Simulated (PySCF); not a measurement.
# Al2BrF2H3: the cost of one run

Computed with PySCF 2.14.0, with density-fitted response routines of our own, on a single molecule in the gas phase. Atoms are numbered from 0 throughout.

## Step 1: The molecule as given

8 atoms, charge 0, multiplicity 1; geometry from: GFN2-xTB. The atoms were then displaced at random by about 0.01 Å, so the start is not that level's minimum.

Bonds of the start (Å): Br0–Al1 2.26, Al1–F2 1.83, F2–Al3 1.80, Al3–F4 1.81, F4–Al1 1.83, Al1–H5 1.52, Al3–H6 1.53, Al3–H7 1.54.

## Step 2: Geometry optimisation at PBE0-D3(BJ)/def2-SVP

Job settings and geometry (Å):

```
{"job": {"xc": "PBE0", "basis": "def2-SVP", "d3": "d3bj", "grid": 1, "shake": 0.01, "kind": "geom"}, "charge": 0, "multiplicity": 1}
Br     3.105880     1.059930     0.283900
Al     0.893370     0.950360    -0.138050
F     -0.199800     0.217780     1.138340
Al    -1.021710    -1.012010     0.112850
F      0.279050    -0.523450    -1.040600
H      0.066940     2.092760    -0.694560
H     -0.715740    -2.402660     0.663030
H     -2.352850    -0.401850    -0.377370
```

Run with:

```
> OMP_NUM_THREADS=1 python probes_run.py task.json out
```

The driver reads the jobs from task.json and runs them one after another.

**Question.** How long does this first job take on 1 thread of Arm Neoverse V2, shared host, and how much memory does it need?

About 56 s, with a peak of 0.47 GiB.
